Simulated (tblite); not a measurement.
# C3H11BN2O: the cost of one run

Programs: tblite 0.8.0 and PySCF 2.14.0, with density-fitted response routines of our own. Each step states its level of theory. These are calculated values for one molecule in the gas phase, unless marked as measured. Atoms count from 0, in the outputs and in this text.

**1. The starting structure**

18 atoms, charge 0, multiplicity 1; geometry from: force field or distance geometry start.

Bonds of the start (Å): C0–C1 1.53, C1–O2 1.39, O2–C3 1.41, C3–B4 1.58, B4–N5 1.53, B4–N6 1.52, C0–H7 1.12, C0–H8 1.11, C0–H9 1.10, C1–H10 1.11, C1–H11 1.13, C3–H12 1.13, C3–H13 1.12, N5–H14 1.04, N5–H15 1.03, N6–H16 1.04, N6–H17 1.04.

**2. Optimising the geometry with GFN2-xTB**

What the job is given:

```
{"job": {"kind": "relax", "xc": "GFN2-xTB", "basis": "xTB"}, "charge": 0, "multiplicity": 1}
C      2.927300     0.351300     0.402000
C      1.695700    -0.549700     0.457300
O      0.565200     0.175300     0.089900
C     -0.578000    -0.651400     0.134400
B     -1.863800     0.184300    -0.261000
N     -2.696200    -0.218900    -1.484400
N     -2.278600     1.389500     0.568700
H      2.794200     1.219000     1.097600
H      3.059800     0.731400    -0.630600
H      3.822000    -0.213500     0.705200
H      1.866300    -1.414200    -0.224700
H      1.597600    -0.933400     1.512800
H     -0.746500    -1.041200     1.184800
H     -0.471500    -1.512700    -0.567800
H     -3.003500    -1.196200    -1.330400
H     -2.055200    -0.213400    -2.296100
H     -1.514700     2.098500     0.499300
H     -3.128900     1.801600     0.131300
```

Command:

```bash
$ OMP_NUM_THREADS=1 python probes_run.py task.json out
```

The driver reads the jobs from task.json and runs them one after another.

**Question.** How long does this first job take on 1 thread of Intel Xeon at 2.50GHz, shared host, and how much memory does it need?

About 2.7 s, with a peak of 0.18 GiB.
